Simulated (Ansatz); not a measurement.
Task: harmonic frequencies at the relaxed geometry of CH6AlNS, SMILES NC[S][AlH2], with Ansatz 0.2.0 through its Python package. Give the script and its output. Settings (for the species named): PBE0, 6-31G* basis, multiplicity 1.

The script reads `ch6alns.xyz`:
```text
10

N    -0.80650    1.23950    0.55920
C    -0.06170    0.20060    1.11490
S    -0.72300   -1.40900    0.53210
Al    0.43200   -1.41240   -1.48290
H    -0.62310    1.35570   -0.48690
H    -0.53960    2.19350    0.98880
H    -0.12180    0.23250    2.22640
H     1.05510    0.34590    0.85080
H    -0.35460   -0.75760   -2.70830
H     1.82630   -2.03990   -1.59120
```

The script, `freq.py`:
```python
"""Harmonic frequencies of CH6AlNS at its relaxed geometry."""

from dataclasses import dataclass
import itertools

import ansatz as az
from ase.data import atomic_numbers, covalent_radii
import numpy as np


@dataclass(frozen=True)
class Settings:
    basis_set: str = "6-31G*"
    xc: str = "pbe0"


opts = Settings()


def main() -> None:
    ch6alns = az.Crystal.molecule_from_extxyz("ch6alns.xyz")

    base = ch6alns.calculation().basis(gaussian=opts.basis_set).functional(opts.xc)
    symbols = [site.symbol for site in ch6alns.cartesian_sites]
    start = np.array([site.position_ang for site in ch6alns.cartesian_sites], dtype=float)
    r = base.relax(force_tolerance=0.003, max_steps=100).run(threads=1, pin="off").report
    end = np.array(r["positions_ang"])

    # pairs closer than 1.2 times the sum of covalent radii, before or after
    radius = [covalent_radii[atomic_numbers[s]] for s in symbols]
    span = lambda where, i, j: np.linalg.norm(where[i] - where[j])
    bonded = [(i, j) for i, j in itertools.combinations(range(len(symbols)), 2) if min(span(start, i, j), span(end, i, j)) < 1.2 * (radius[i] + radius[j])]
    print("pair        before    after (A)")
    for i, j in bonded:
        print(f"{symbols[i]}{i}-{symbols[j]}{j}".ljust(10), f"{span(start, i, j):8.4f} {span(end, i, j):8.4f}")

    # frequencies need a stationary point, so they are taken at the relaxed geometry
    minimum = az.Crystal.molecule()
    for symbol, place in zip(symbols, end):
        minimum = minimum.atom(symbol, place.tolist())
    vibrating = (
        minimum.calculation()
        .basis(gaussian=opts.basis_set)
        .functional(opts.xc)
        .phonons(temperatures=(200, 600, 100))
    )
    vib = vibrating.run(threads=1, pin="off").report["vibrations"]
    sums = vib["harmonic_sums"]
    modes = [m["omega_inv_cm"] for m in sums["modes_at_gamma"] if m["rigid_motion"] == "no"]
    print("frequencies (1/cm):", " ".join(f"{w:.0f}" for w in modes))
    print("imaginary modes:", sum(w < 0 for w in modes), " zero-point energy:", round(sums["zero_point_energy_ev"], 4), "eV")
    print("T (K)   F_vib (eV)   S_vib (meV/K)   C_vib (meV/K)")
    for row in zip(sums["temperatures_k"], sums["vibrational_free_energy_ev"], vib["entropy_ev_per_k"], vib["heat_capacity_ev_per_k"]):
        print(f"{row[0]:6.1f} {row[1]:11.4f} {1000 * row[2]:13.4f} {1000 * row[3]:15.4f}")


if __name__ == "__main__":
    main()
```

`python freq.py` gives:
```text
pair        before    after (A)
N0-C1        1.3939   1.4410
N0-H4        1.0684   1.0154
N0-H5        1.0798   1.0163
C1-S2        1.8352   1.8466
C1-H6        1.1136   1.0936
C1-H7        1.1568   1.1015
S2-Al3       2.3226   2.1746
Al3-H8       1.5966   1.5872
Al3-H9       1.5328   1.5935
frequencies (1/cm): 36 172 215 250 370 476 526 569 674 753 834 956 1121 1167 1324 1393 1527 1691 1930 1965 3016 3141 3523 3623
imaginary modes: 0  zero-point energy: 1.9373 eV
T (K)   F_vib (eV)   S_vib (meV/K)   C_vib (meV/K)
 200.0      1.8957        0.4426          0.4814
 300.0      1.8395        0.6805          0.7009
 400.0      1.7599        0.9084          0.8877
 500.0      1.6582        1.1238          1.0440
 600.0      1.5356        1.3260          1.1739
```

The frequencies are harmonic and unscaled, in a modest basis. Hardware and time: 4.8 min on 1 thread of Arm Neoverse V1 (shared host), peak memory 0.24 GiB.
